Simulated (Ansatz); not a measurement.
# H4N2Si2: the cost of one run

Program: Ansatz 0.2.0. Level of theory: the levels named in each step. These are calculated values, not measurements.

### 1 Starting point

Bond lengths: Si1–N2 1.724 Å, N2–Si3 1.724 Å, Si1–N4 1.724 Å, Si3–N4 1.724 Å, Si1–H5 1.441 Å, Si1–H6 1.448 Å, Si3–H7 1.448 Å, Si3–H8 1.441 Å. Angles: Si1–N2–Si3 107.9°, N2–Si1–N4 55.5°, N2–Si1–H5 111.1°, N2–Si1–H6 119.0°, N4–Si1–H5 110.9°, N4–Si1–H6 119.2°, H5–Si1–H6 122.8°, N2–Si3–N4 55.5°, N2–Si3–H7 119.2°, N2–Si3–H8 110.9°, N4–Si3–H7 119.0°, N4–Si3–H8 111.1°, H7–Si3–H8 122.8°, Si1–N4–Si3 107.9°.

As a file:

```xyz
8

Si   -1.2551    0.3202    0.5472
N    -0.3448   -0.2001   -0.8212
Si    1.3258    0.0367   -0.4671
N     0.1802   -0.6308    0.6348
H    -2.4267   -0.4978    0.7317
H    -1.2029    1.7142    0.9366
H     1.8158    1.3808   -0.2421
H     2.1307   -0.9967   -1.0670
```

### 2 A rough first relaxation, PBE-D4/def2-SVP

This run stands in another session on the same molecule. It ended at:

```xyz
8

Si   -1.2054    0.2691    0.5146
N    -0.4109   -0.3095   -0.9582
Si    1.2584   -0.0014   -0.4546
N     0.1907   -0.8027    0.7086
H    -2.5460   -0.3091    0.8274
H    -1.0951    1.7158    0.9029
H     1.7136    1.4075   -0.2021
H     2.3179   -0.8430   -1.0859
```

### 3 Relaxation, HF/STO-3G

The input, input.yaml:

```yaml
crystal:
  periodic: [false, false, false]
  atoms:
    - { symbol: Si, position_ang: [-1.20540996, 0.26905427, 0.51462868] }
    - { symbol: "N", position_ang: [-0.41090355, -0.30951343, -0.95818701] }
    - { symbol: Si, position_ang: [1.25841679, -0.00139841, -0.45457526] }
    - { symbol: "N", position_ang: [0.19065591, -0.80265197, 0.70862933] }
    - { symbol: H, position_ang: [-2.54603821, -0.30913608, 0.8273958] }
    - { symbol: H, position_ang: [-1.09513494, 1.71577336, 0.90287484] }
    - { symbol: H, position_ang: [1.71364749, 1.40746572, -0.20207274] }
    - { symbol: H, position_ang: [2.31786646, -0.84304346, -1.08593364] }
basis:
  gaussian: { orbitals: STO-3G }
hamiltonian:
  xc: hf
relax:
  f_tol: 0.002
  max_steps: 150
```

Command:

```console
$ ansatz run input.yaml --threads 4 --pin off --max-ram 10240MiB --backend cpu --events-out ev --progress --plain --runs-dir out
```

What time and memory should one allow on 4 threads of Intel Xeon Platinum 8488C (Sapphire Rapids), shared host?

About 1.9 s, with a peak of 0.1 GiB.
